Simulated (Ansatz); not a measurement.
**CH2STe (SMILES S=C[TeH]): single points off equilibrium**

The task here is to estimate one member of a computed series from the others.

Program: Ansatz 0.2.0, Gaussian basis. Level of theory: single points in def2-TZVPP. These are calculated values, not measurements.

Correlated methods freeze the cores. Filled d shells of the heavier atoms are correlated. Core potentials replace the inner electrons past krypton, and spin-orbit coupling is left out.

## The system as given

SMILES `S=C[TeH]`, 5 atoms, charge 0, spin multiplicity 1.

Atoms are counted from 1 here; the program's logs count them from 0.

Bond lengths: S1–C2 1.718 Å, C2–Te3 2.111 Å, C2–H4 1.262 Å, Te3–H5 1.857 Å. Angles: S1–C2–Te3 126.4°, S1–C2–H4 118.2°, Te3–C2–H4 115.2°, C2–Te3–H5 91.6°.

Geometry (Å):

```xyz
5

S    -0.87880   -1.97270   -0.66790
C    -0.33610   -0.49820    0.02770
Te    1.03640    0.85950   -0.82520
H    -0.71970   -0.21330    1.19570
H     0.99570    1.93390    0.68870
```

The first run:

Contents of run/in.yaml:

```yaml
crystal:
  periodic: [false, false, false]
  atoms:
    - {symbol: S, position_ang: [-0.878800, -1.972700, -0.667900]}
    - {symbol: C, position_ang: [-0.336100, -0.498200, 0.027700]}
    - {symbol: Te, position_ang: [1.036400, 0.859500, -0.825200]}
    - {symbol: H, position_ang: [-0.719700, -0.213300, 1.195700]}
    - {symbol: H, position_ang: [0.995700, 1.933900, 0.688700]}
basis:
  gaussian: {orbitals: def2-TZVPP}
correlation: {method: ccsd_t}
output: {forces: true}
```

No record of the launch command was kept for these runs.

Among the steps run: CCSD(T)/def2-TZVPP; PBE0-D4/def2-TZVPP; wB97M-V/def2-TZVPP; r2SCAN-D4/def2-TZVPP; PBE-D4/def2-TZVPP; BLYP-D4/def2-TZVPP; B97M-V/def2-TZVPP.

One of the session's tables, all rows but one given; the rest of the session is left out.

| method | RMS force component (eV/Å) | angle to CCSD(T) forces (°) | dipole (D) |
| --- | --- | --- | --- |
| CCSD(T) | 1.670 | reference | 2.25 |
| PBE0-D4 | 1.767 | 6.5 | 2.68 |
| wB97M-V | 1.833 | 6.8 | 2.47 |
| r2SCAN-D4 | 1.692 | 4.5 | 2.74 |
| PBE-D4 | 1.554 | 3.8 | 2.61 |
| BLYP-D4 | ? | ? | ? |
| B97M-V | 1.722 | 6.5 | 2.68 |

**Question.** Estimate the row for BLYP-D4.

As computed: RMS force component (eV/Å): 1.517; angle to CCSD(T) forces (°): 5.3; dipole (D): 2.55. In the column «RMS force component (eV/Å)» it is the lowest.
